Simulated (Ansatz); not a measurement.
This script makes vertical spin-state energies of CH3FSSi, SMILES FC1[SiH2]S1 with Ansatz's Python interface.

Script `spin_ch3fssi.py`:
```python
"""Vertical spin-state energies of CH3FSSi."""

import ansatz as az
from ase import Atoms

atoms = Atoms(["F", "C", "Si", "S", "H", "H", "H"], positions=[
    (-1.9037, 0.0724, 0.4039),
    (-0.8069, 0.0895, -0.387),
    (0.7644, 0.1985, 0.4269),
    (-0.0553, -1.4199, -0.7055),
    (-0.9645, 0.7301, -1.2559),
    (1.0014, -0.3367, 1.8047),
    (2.0258, 0.5981, -0.3328),
])
ch3fssi = az.Crystal.molecule_from_ase(atoms)

calc = ch3fssi.calculation()
calc = calc.basis(gaussian="def2-TZVP").functional("HF")
calc = calc.accuracy("high")
found = {}
for unpaired in [0, 2]:
    summary = calc.spin("collinear", total=unpaired).run().report
    s = unpaired / 2
    found[unpaired] = summary["free_energy_ev"]
    print(f"2S+1 = {unpaired + 1}: E = {found[unpaired]:.5f} eV, <S^2> = {abs(summary['mean_field']['state']['spin_squared']):.3f} (pure state {s * (s + 1):.2f})")
lowest = min(found, key=found.get)
for unpaired, e in found.items():
    print(f"multiplicity {unpaired + 1}: {(e - found[lowest]):.3f} eV above the lowest")
```

Which spin state is lowest at this geometry, and how far above lie the others?

In order: multiplicity 1 (+0.00 eV) and multiplicity 3 (+3.77 eV), all at the one geometry.

The run itself:

```console
$ python spin_ch3fssi.py
2S+1 = 1: E = -22464.27549 eV, <S^2> = 0.000 (pure state 0.00)
2S+1 = 3: E = -22460.50602 eV, <S^2> = 2.021 (pure state 2.00)
multiplicity 1: 0.000 eV above the lowest
multiplicity 3: 3.769 eV above the lowest
```

Notes:
- These settings explore the input space; basis and method may be short of convergence.
- The geometry is a force-field or estimated start, not a minimum of this method, and the basis set is short of its limit. All parts are taken at fixed geometry, without zero-point energy.
- Hartree-Fock leaves correlation out, so it favours high-spin states too much.
- Wall time of the script: 48 s on 1 thread of Arm Neoverse V1 (shared host), peak memory 0.74 GiB.
